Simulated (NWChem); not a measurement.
**Al2H4F2 ((H2Al-mu-F)2) at 5 levels**

Wanted: a comparison of 5 runs (HF/STO-3G, HF/3-21G, B3LYP/6-31G*, wB97X/6-311G**) of Al2H4F2 ((H2Al-mu-F)2). 

The results are computed with NWChem 7.3.0.

**1. Starting point**

Al2H4F2: 8 atoms, total charge 0, spin state singlet. The shape comes from GFN2-xTB, which is rough for such elements, and wasn't checked as a minimum.

Bond lengths: Al1–F4 1.827 Å, F4–Al5 1.828 Å, Al1–F8 1.827 Å, Al5–F8 1.827 Å, Al1–H2 1.528 Å, Al1–H3 1.528 Å, Al5–H6 1.528 Å, Al5–H7 1.528 Å. Some angles: Al1–F4–Al5 100.2°, F4–Al1–F8 79.8°, F4–Al5–F8 79.8°, Al1–F8–Al5 100.2°, H2–Al1–F4 109.1°, H2–Al1–F8 109.1°, H3–Al1–F4 109.1°, H3–Al1–F8 109.1°, F4–Al5–H6 109.1°, F4–Al5–H7 109.1°.

**2. Energy and forces at HF/STO-3G (run 1)**

job.nw

```
start job
memory stack 880 mb heap 220 mb global 1100 mb

geometry noautosym nocenter noautoz
 Al   -0.748490    1.184120   -0.052940
 H    -2.213880    1.049800    0.359240
 H     0.022920    2.420090   -0.514180
 F    -0.292510   -0.234390   -1.110720
 Al    0.748420   -1.184200    0.053020
 H     2.213040   -1.045800   -0.360380
 H    -0.018980   -2.422200    0.515220
 F     0.289470    0.232570    1.110730
end

basis spherical bse
 * library STO-3G
end

scf
 thresh 1e-08
 maxiter 80
end

task scf gradient
```

On the command line:

```
$ nwchem job.nw > job.out
```

Output:

```text
[...]
  functions       =    32
[...]
  wavefunction    = RHF
[...]
         Total SCF energy =   -676.637276877704
      One-electron energy =  -1400.576457881177
      Two-electron energy =    498.034519397739
 Nuclear repulsion energy =    225.904661605734
        Time for solution =      3.1s
[...]
                         RHF ENERGY GRADIENTS
    atom               coordinates                        gradient
                 x          y          z           x          y          z
   1 Al     -1.414441   2.237662  -0.100042   -0.023472   0.037306  -0.001567
   2 H      -4.183627   1.983834   0.678865   -0.027202  -0.004495   0.008075
   3 H       0.043313   4.573307  -0.971659    0.016157   0.022070  -0.008843
   4 F      -0.552764  -0.442933  -2.098956   -0.013936  -0.011111  -0.052814
   5 Al      1.414309  -2.237814   0.100193    0.023675  -0.037241   0.001825
   6 H       4.182039  -1.976275  -0.681019    0.027160   0.004573  -0.008099
   7 H      -0.035867  -4.577294   0.973625   -0.016050  -0.022087   0.008886
   8 F       0.547019   0.439494   2.098975    0.013668   0.010985   0.052538
[...]
```

Run time: 4.5 s. Hardware: 1 thread of Intel Xeon Platinum 8259CL at 2.50GHz (Skylake/Cascade Lake), shared host; peak memory 0.098 GiB.

**3. Energy and forces at HF/3-21G (run 2)**

run.py

```python
from ase import Atoms
from ase.calculators.nwchem import NWChem

mol = Atoms('AlHHFAlHHF', positions=[
    [-0.748490, 1.184120, -0.052940],
    [-2.213880, 1.049800, 0.359240],
    [0.022920, 2.420090, -0.514180],
    [-0.292510, -0.234390, -1.110720],
    [0.748420, -1.184200, 0.053020],
    [2.213040, -1.045800, -0.360380],
    [-0.018980, -2.422200, 0.515220],
    [0.289470, 0.232570, 1.110730],
])

calc = NWChem(
    label='al2f2h4',
    theory='scf',
    memory='2200 mb',
    basis='3-21G',
    basispar='spherical bse',
    scf={'nopen': '0', 'rhf': None, 'thresh': '1e-08', 'maxiter': '80'},
)
mol.calc = calc

forces = mol.get_forces()
print("Total energy (eV):", round(mol.get_potential_energy(), 6))
print("forces (eV/A):")
for s, f in zip(mol.symbols, forces):
    print(f"{s:2s} {f[0]:10.5f} {f[1]:10.5f} {f[2]:10.5f}")
print("dipole (e A):", mol.get_dipole_moment().round(4))
```

On the command line:

```
$ export ASE_NWCHEM_COMMAND="nwchem PREFIX.nwi > PREFIX.nwo"
$ python run.py
```

Output:

```text
Total energy (eV): -18545.022829
forces (eV/A):
Al    0.28334   -0.45550    0.01604
H    -0.87942   -0.05543    0.24179
H     0.43950    0.75210   -0.27362
F     0.17643    0.13874    0.66556
Al   -0.29197    0.45272   -0.02643
H     0.87999    0.05806   -0.24271
H    -0.43842   -0.75457    0.27300
F    -0.16944   -0.13617   -0.65363
dipole (e A): [ 0.0001 -0.0001  0.0003]
```

The calculator wrote al2f2h4.nwi:

```
title "al2f2h4"

permanent_dir al2f2h4

scratch_dir al2f2h4

start al2f2h4

geometry units angstrom nocenter noautosym noautoz
  Al -7.4848999999999999e-01 1.1841200000000001e+00 -5.2940000000000001e-02
  H  -2.2138800000000001e+00 1.0498000000000001e+00 3.5924000000000000e-01
  H  2.2919999999999999e-02 2.4200900000000001e+00 -5.1417999999999997e-01
  F  -2.9250999999999999e-01 -2.3438999999999999e-01 -1.1107199999999999e+00
  Al 7.4841999999999997e-01 -1.1841999999999999e+00 5.3019999999999998e-02
  H  2.2130399999999999e+00 -1.0458000000000001e+00 -3.6037999999999998e-01
  H  -1.8980000000000000e-02 -2.4222000000000001e+00 5.1522000000000001e-01
  F  2.8947000000000001e-01 2.3257000000000000e-01 1.1107300000000000e+00
end

memory 2200 mb

basis spherical bse noprint
   * library 3-21G
end

scf
  nopen 0
  rhf
  thresh 1e-08
  maxiter 80
end

task scf gradient
```

al2f2h4.nwo, cut to the lines that bear on the results:

```text
[...]
      One-electron energy =  -1400.780721915140
[... 1 line left out ...]
 Nuclear repulsion energy =    225.904661605734
[... 42 lines left out ...]
                       ROHF Final Molecular Orbital Analysis
[... 230 lines left out ...]
     1   1 0 0      0.000248      0.000000     -0.047564
[...]
  wavefunction    =   RHF
                         RHF ENERGY GRADIENTS
    atom               coordinates                        gradient
                 x          y          z           x          y          z
   1 Al     -1.414441   2.237662  -0.100042   -0.005510   0.008858  -0.000312
   2 H      -4.183627   1.983834   0.678865    0.017102   0.001078  -0.004702
   3 H       0.043313   4.573307  -0.971659   -0.008547  -0.014626   0.005321
[... 4 lines of this table left out ...]
   8 F       0.547019   0.439494   2.098975    0.003295   0.002648   0.012711
[...]
```

It took 6 s on 1 thread of Intel Xeon Platinum 8259CL at 2.50GHz (Skylake/Cascade Lake), shared host; peak memory 0.097 GiB.

Runs 3 to 4 aren't shown in full; the table further down has their settings and results.

**4. Energy and gradient at wB97X/6-311G(d,p) (run 5)**

run.py

```python
from ase import Atoms
from ase.calculators.nwchem import NWChem

system = Atoms('AlHHFAlHHF', positions=[
    [-0.748490, 1.184120, -0.052940],
    [-2.213880, 1.049800, 0.359240],
    [0.022920, 2.420090, -0.514180],
    [-0.292510, -0.234390, -1.110720],
    [0.748420, -1.184200, 0.053020],
    [2.213040, -1.045800, -0.360380],
    [-0.018980, -2.422200, 0.515220],
    [0.289470, 0.232570, 1.110730],
])

calc = NWChem(
    label='m1',
    theory='dft',
    memory='2200 mb',
    basis='6-311G**',
    basispar='spherical bse',
    dft={'xc': 'wb97x', 'mult': '1', 'grid': 'fine', 'convergence': 'energy 1e-08', 'iterations': '100', 'mulliken': None},
)
system.calc = calc

forces = system.get_forces()
e = system.get_potential_energy()
print(f"E = {e:.6f} eV")
print("forces (eV/A):")
for s, f in zip(system.symbols, forces):
    print(f"{s:2s} {f[0]:10.5f} {f[1]:10.5f} {f[2]:10.5f}")
print("dipole (e A):", system.get_dipole_moment().round(4))
```

On the command line:

```
$ export ASE_NWCHEM_COMMAND="nwchem PREFIX.nwi > PREFIX.nwo"
$ python run.py
```

Output:

```text
E = -18698.047476 eV
forces (eV/A):
Al   -0.09282    0.14254   -0.01121
H    -0.62899   -0.02792    0.17052
H     0.30349    0.54327   -0.19402
F    -0.13298   -0.10901   -0.51072
Al    0.08711   -0.14388   -0.00005
H     0.62977    0.02962   -0.17108
H    -0.30303   -0.54497    0.19360
F     0.13740    0.11035    0.52291
dipole (e A): [ 0.     -0.0001  0.0005]
```

The calculator wrote m1.nwi:

```
title "m1"

permanent_dir m1

scratch_dir m1

start m1

geometry units angstrom nocenter noautosym noautoz
  Al -7.4848999999999999e-01 1.1841200000000001e+00 -5.2940000000000001e-02
  H  -2.2138800000000001e+00 1.0498000000000001e+00 3.5924000000000000e-01
  H  2.2919999999999999e-02 2.4200900000000001e+00 -5.1417999999999997e-01
  F  -2.9250999999999999e-01 -2.3438999999999999e-01 -1.1107199999999999e+00
  Al 7.4841999999999997e-01 -1.1841999999999999e+00 5.3019999999999998e-02
  H  2.2130399999999999e+00 -1.0458000000000001e+00 -3.6037999999999998e-01
  H  -1.8980000000000000e-02 -2.4222000000000001e+00 5.1522000000000001e-01
  F  2.8947000000000001e-01 2.3257000000000000e-01 1.1107300000000000e+00
end

memory 2200 mb

basis spherical bse noprint
   * library 6-311G**
end

dft
  xc wb97x
  mult 1
  grid fine
  convergence energy 1e-08
  iterations 100
  mulliken
end

task dft gradient
```

m1.nwo, cut to the lines that bear on the results:

```text
[...]
         Total DFT energy =     -687.140576344217
[...]
  wavefunction    = closed shell
[...]
                         DFT ENERGY GRADIENTS
    atom               coordinates                        gradient
                 x          y          z           x          y          z
   1 Al     -1.414441   2.237662  -0.100042    0.001805  -0.002772   0.000218
   2 H      -4.183627   1.983834   0.678865    0.012232   0.000543  -0.003316
   3 H       0.043313   4.573307  -0.971659   -0.005902  -0.010565   0.003773
[... 4 lines of this table left out ...]
   8 F       0.547019   0.439494   2.098975   -0.002672  -0.002146  -0.010169
[...]
```

It took 3 min on 1 thread of Intel Xeon Platinum 8259CL at 2.50GHz (Skylake/Cascade Lake), shared host; peak memory 0.12 GiB.

**5. All runs side by side**

```
run                               level  iteration cap  module  energy (Eh)  dipole moment (D)  HOMO energy (eV)  LUMO energy (eV)  wall time
  1                           HF/STO-3G             80     scf  -676.637277               0.00             -9.27             11.15      4.5 s
  2                            HF/3-21G             80     scf  -681.517024               0.00            -11.96              2.79        6 s
  3  B3LYP/6-31G* (spherical functions)            100     dft  -687.132674               0.00             -8.39             -0.66       45 s
  4  B3LYP/6-31G* (Cartesian functions)            100     dft  -687.137565               0.00             -8.38             -0.68       66 s
  5                      wB97X/6-311G**            100     dft  -687.140576               0.00            -11.18              1.33      3 min
```

**6. Outcome**

```
                       quantity          value
            run 5: total energy  -687.14058 Eh
           run 5: dipole moment         0.00 D
             run 5: HOMO energy      -11.18 eV
             run 5: LUMO energy        1.33 eV
           run 5: HOMO–LUMO gap       12.51 eV
run 5: largest force on an atom     0.653 eV/Å
```

In words: The HOMO–LUMO gap runs from 7.70 eV (B3LYP/6-31G*) to 20.42 eV (HF/STO-3G). The two ends differ in method and basis. Totals of different functionals can't be ranked against each other. In run 1 the basis is minimal, so the values are rough. All runs together took 5 min, the longest 3 min.
